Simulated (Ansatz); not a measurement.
# Ta2AlN2: what a guessed cell relaxes into

Aim: relax a trial structure of Ta2AlN2 and see where it ends.

Computed with Ansatz 0.2.0 (DFT PBE, scalar-relativistic, plane waves, PAW, unless a step's input says otherwise).

1 further run of the same task is left out (it didn't finish).

## Step 1: The system as given

The structure is tetragonal, space group I4/mmm (No. 139). The conventional cell has a = 3.574 Å, b = 3.574 Å, c = 11.237 Å, α = 90.00°, β = 90.00°, γ = 90.00°. Around Ta (site symmetry 4mm) lie 1 Al at 1.59 Å and 1 N at 2.28 Å. Al (site symmetry 4/mmm) has 2 Ta at 1.59 Å as nearest neighbours. N (site symmetry 4mm) has 5 Ta at 2.28 to 2.53 Å as nearest neighbours.

Coordinates:

```xyz
5
Lattice="-1.7869 1.7869 5.6185 1.7869 -1.7869 5.6185 1.7869 1.7869 -5.6185" Properties=species:S:1:pos:R:3 pbc="T T T"
Ta    0.0000    0.0000    1.5856
Ta    0.0000    0.0000    9.6515
Al    0.0000    0.0000    0.0000
N     0.0000    0.0000    3.8689
N     0.0000    0.0000    7.3681
```

The cell is invented: species swapped into a database cell of Ba2ZnN2 (I4/mmm, No. 139), with N on the Ba sites, Al on the Zn sites and Ta on the N sites. Its size is a rough estimate.

## Step 2: Probe: one point on a coarse mesh

input.yaml

```yaml
crystal:
  lattice:
    - [-1.78691331, 1.78691331, 5.61853423]
    - [1.78691331, -1.78691331, 5.61853423]
    - [1.78691331, 1.78691331, -5.61853423]
  atoms:
    - { symbol: Ta, position: [0.1411, 0.1411, 0.0] }
    - { symbol: Ta, position: [0.8589, 0.8589, 0.0] }
    - { symbol: Al, position: [0.0, 0.0, 0.0] }
    - { symbol: "N", position: [0.3443, 0.3443, 0.0] }
    - { symbol: "N", position: [0.6557, 0.6557, 0.0] }
basis:
  ecutwfc: 420
kpoints:
  mp_grid: { grid: [6, 6, 6] }
hamiltonian:
  xc: pbe
scf:
  occupations: { method: gaussian, width: 0.1 }
  lower_state_search: "off"
output:
  forces: true
  stress: true
  eigenvalues: true
```

On the command line:

```
ansatz run input.yaml --threads 1 --pin off --max-ram 2560MiB --backend cpu --events-out ev --progress --plain --runs-dir out
```

Further runs follow: spin check on a coarse mesh; rough relaxation on the coarse mesh; relaxation on the finer mesh.

Q: Predict the outcome of this session. Wanted: conventional cell; volume; energy over the elements; gap on the mesh.

The runs gave:

| quantity | value |
| --- | --- |
| symmetry at the end (tolerance 0.05 Å) | space group I4/mmm (No. 139) |
| conventional cell | a = 3.014 Å, b = 3.014 Å, c = 16.226 Å, α = 90.00°, β = 90.00°, γ = 90.00° |
| volume | 14.74 Å³/atom |
| energy over the elements (uncorrected; H, N, O, F and Cl as molecules) | -0.51 eV/atom |
| gap on the mesh | none (metal) |

The space group I4/mmm (No. 139) is kept, and the volume per atom grows by 2.7 % from the first guess. A negative formation energy is needed for stability but isn't enough; other structures and compounds were not set against it here. No finished test with a distortion of lower symmetry is shown, so the end may be a saddle point. The runs treat Ta without spin-orbit coupling. A spin-polarised run here lost its starting moments, which speaks against magnetism, though one start doesn't rule it out. Where forces pass 15 eV/Å atoms stand far too close, the PAW spheres overlap strongly and those numbers are rough. Other magnetic orders were not searched.
